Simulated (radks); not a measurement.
# Ba⁺ inside a hard spherical wall

The task here is to estimate one member of a computed series from the others.

Method: scalar-relativistic Kohn-Sham, PBE, spin-unpolarised, spherical densities, point nucleus. Code: radks (a radial shooting solver on a logarithmic mesh, Libxc functionals) version 1.

## Starting point

```
element       : barium (Z = 56)
charge        : +1
electrons     : 55
configuration : [Xe] 6s1
```

Outer shells as boxes (Hund's rule):

Ba⁺
```
[Xe] core
6s [↑ ]
```

The first run:

Input:

```text
Z 56
configuration [Xe] 6s1 5d0 6p0 7s0
relativity scalar-relativistic
functional pbe,pbe
spin unpolarised
nucleus point
c 137.035999084
```

Among the steps run: The free atom; Wall at 15 bohr; Wall at 10 bohr; Wall at 8 bohr; Wall at 4 bohr; Wall at 2 bohr; Wall at 1.5 bohr.

One table of the session follows, with a row left open; its other results are not shown here.

| R (bohr) | E − E(free) (eV) | ε(6s) (eV) | ε(5d, empty) (eV) | ε(6p, empty) (eV) | ε(7s, empty) (eV) |
| --- | --- | --- | --- | --- | --- |
| free | 0.000 | -7.584 | -7.073 | -4.987 | - |
| 15 | ? | ? | ? | ? | ? |
| 10 | 0.030 | -7.521 | -7.020 | -4.789 | -0.563 |
| 8 | 0.259 | -7.164 | -6.786 | -4.016 | 3.213 |
| 4 | 18.943 | 9.981 | 0.627 | 19.958 | 66.533 |
| 2 | 589.11 | 234.96 | 102.31 | 266.37 | 534.55 |
| 1.5 | 2020.4 | 595.76 | 278.92 | 638.23 | 1175.2 |

**Question.** Estimate the row for R (bohr) = 15.

**Answer.** E − E(free) (eV): 0.000; ε(6s) (eV): -7.584; ε(5d, empty) (eV): -7.072; ε(6p, empty) (eV): -4.985; ε(7s, empty) (eV): -2.436.

From R = 4 bohr inwards the highest occupied level lies above zero, pushed up by confinement. Shells are not refilled when levels cross, and a hard wall is a model, not a crystal.
